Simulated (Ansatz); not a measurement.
# C₄H₄F₆O: shape, modes and thermochemistry

Aim: relax C₄H₄F₆O from a cheap starting geometry, check the end point by its vibrations and derive ideal-gas thermochemistry.

The runs use Ansatz 0.2.0, Gaussian basis; RKS PBE0-D4/def2-TZVP.

Levels to be run: relaxation at PBE0-D4/def2-TZVP; harmonic vibrations at the same level.

1 further run of the same task is left out (set aside as unsound or not needed). Runs told in other sessions of the task aren't counted.

## Step 1: The system as given

15 atoms, charge 0, spin multiplicity 1.

Atoms are counted from 1 here; the program's logs count them from 0.

Bond lengths: F1–C2 1.357 Å, C2–C3 1.534 Å, C2–H12 1.094 Å, C2–H13 1.095 Å, C3–F4 1.357 Å, C3–F5 1.346 Å, C3–O6 1.370 Å, O6–C7 1.370 Å, C7–F8 1.346 Å, C7–F9 1.357 Å, C7–C10 1.533 Å, C10–F11 1.357 Å, C10–H14 1.095 Å, C10–H15 1.094 Å. Angles: F1–C2–C3 110.0°, F1–C2–H12 108.5°, F1–C2–H13 108.6°, C3–C2–H12 108.9°, C3–C2–H13 109.1°, H12–C2–H13 111.8°, C2–C3–F4 108.1°, C2–C3–F5 111.4°, C2–C3–O6 109.2°, F4–C3–F5 105.1°, F4–C3–O6 110.9°, F5–C3–O6 112.1°, C3–O6–C7 120.5°, O6–C7–F8 112.1°, O6–C7–F9 110.9°, O6–C7–C10 109.2°, F8–C7–F9 105.1°, F8–C7–C10 111.4° and more.

Coordinates:

| atom | x (Å) | y (Å) | z (Å) |
| --- | --- | --- | --- |
| F1 | -2.10105 | 1.87140 | 0.03845 |
| C2 | -2.26020 | 0.64222 | -0.51512 |
| C3 | -1.23208 | -0.33413 | 0.06924 |
| F4 | -1.38112 | -1.52772 | -0.55823 |
| F5 | -1.47922 | -0.58816 | 1.36727 |
| O6 | 0.02798 | 0.16745 | -0.12620 |
| C7 | 1.10751 | -0.40272 | 0.49549 |
| F8 | 1.08373 | -1.74594 | 0.41899 |
| F9 | 1.10399 | -0.12530 | 1.82371 |
| C10 | 2.39714 | 0.16872 | -0.10611 |
| F11 | 2.41067 | -0.02781 | -1.44919 |
| H12 | -2.09769 | 0.72377 | -1.59384 |
| H13 | -3.26768 | 0.28316 | -0.28255 |
| H14 | 3.25652 | -0.34976 | 0.33060 |
| H15 | 2.43149 | 1.24482 | 0.08747 |

The start is a GFN2-xTB geometry.

## Step 2: Geometry optimisation, PBE0-D4/def2-TZVP

The input, in.yaml:

```yaml
crystal:
  periodic: [false, false, false]
  atoms:
    - {symbol: F, position_ang: [-2.101050, 1.871400, 0.038450]}
    - {symbol: C, position_ang: [-2.260200, 0.642220, -0.515120]}
    - {symbol: C, position_ang: [-1.232080, -0.334130, 0.069240]}
    - {symbol: F, position_ang: [-1.381120, -1.527720, -0.558230]}
    - {symbol: F, position_ang: [-1.479220, -0.588160, 1.367270]}
    - {symbol: O, position_ang: [0.027980, 0.167450, -0.126200]}
    - {symbol: C, position_ang: [1.107510, -0.402720, 0.495490]}
    - {symbol: F, position_ang: [1.083730, -1.745940, 0.418990]}
    - {symbol: F, position_ang: [1.103990, -0.125300, 1.823710]}
    - {symbol: C, position_ang: [2.397140, 0.168720, -0.106110]}
    - {symbol: F, position_ang: [2.410670, -0.027810, -1.449190]}
    - {symbol: H, position_ang: [-2.097690, 0.723770, -1.593840]}
    - {symbol: H, position_ang: [-3.267680, 0.283160, -0.282550]}
    - {symbol: H, position_ang: [3.256520, -0.349760, 0.330600]}
    - {symbol: H, position_ang: [2.431490, 1.244820, 0.087470]}
basis:
  gaussian: {orbitals: def2-TZVP}
hamiltonian: {xc: pbe0, dispersion: d4}
relax: {f_tol: 0.005, max_steps: 150}
```

Command:

```bash
ansatz run in.yaml --threads 4 --pin off --events-out ev --progress --plain --max-ram 66560MiB --backend cuda --devices 0, --max-vram 37GiB
```

The runs that follow: Harmonic vibrations.

Q: Predict the results of all the runs planned. Wanted: point group; shift from the start; total energy; dispersion term; dipole moment; lowest, highest wavenumber; zero-point energy.

The runs gave:

| quantity | value |
| --- | --- |
| point group | C2 |
| steps | 10 |
| shift from the start (rms) | 0.156 Å |
| total energy | -22548.9603 eV |
| dispersion term | -280 meV |
| dipole moment | 1.31 D |
| lowest, highest wavenumber | 42, 3147 cm⁻¹ |
| zero-point energy | 239.9 kJ/mol |
| entropy at 298.15 K | 425.7 J/(mol K) |

**Reading.** The atoms moved 0.16 Å (rms) from the start; the bond that changed most is C2–C3, from 1.534 to 1.515 Å. All wavenumbers are real, so the end point is a minimum. The stiffest mode, 3147 cm⁻¹, is a C–H stretch, and 5 modes under 200 cm⁻¹ make the vibrational entropy uncertain. Harmonic hybrid wavenumbers usually lie a few per cent above measured fundamentals. The largest Mulliken charge, +0.39 e, sits on C3.
